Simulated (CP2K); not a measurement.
Runs of CP2K 2026.2 on AlIn. It takes space group P6/mmm (No. 191, hexagonal). The conventional cell has a = 3.054 Å, b = 3.054 Å, c = 5.828 Å, α = 90.00°, β = 90.00°, γ = 120.00°. Al (site symmetry 6/mmm) has 2 In at 2.91 Å and 6 Al at 3.05 Å as nearest neighbours. In (site symmetry 6/mmm) is surrounded by 2 Al at 2.91 Å and 6 In at 3.05 Å. The cell was built by a generator and needn't be a form met in nature.

```tsv
level	cutoff of the non-local correlation (Ry)	gap on the mesh (eV)	pressure (GPa)
PBEsol	-	none	(b)
PW91	-	none	0.3
TPSS	-	none	-1.5
BEEF-vdW	300	none	1.0
PBE	-	none	(a)
```

Alike in all rows: task single point; potentials or basis POTENTIAL_UZH Al GTH-PBE-q3, In GTH-PBE-q13; TZVP-MOLOPT-PBE-GTH basis; no spin polarisation; cell as given; k mesh 10 × 10 × 5; smearing fermi-dirac 0.05 eV.

Q: Fill in the values left out.

A: (a) 0.1; (b) -1.8.

Caveats: the basis of atomic orbitals isn't converged, which shifts pressures, moduli and gaps; the potentials were made for another functional, which shifts forces and pressure (some runs).

A k mesh can miss the band edges, and the runs leave out spin-orbit coupling on In.

A gap of «none» marks a metal or a gap under the smearing width.
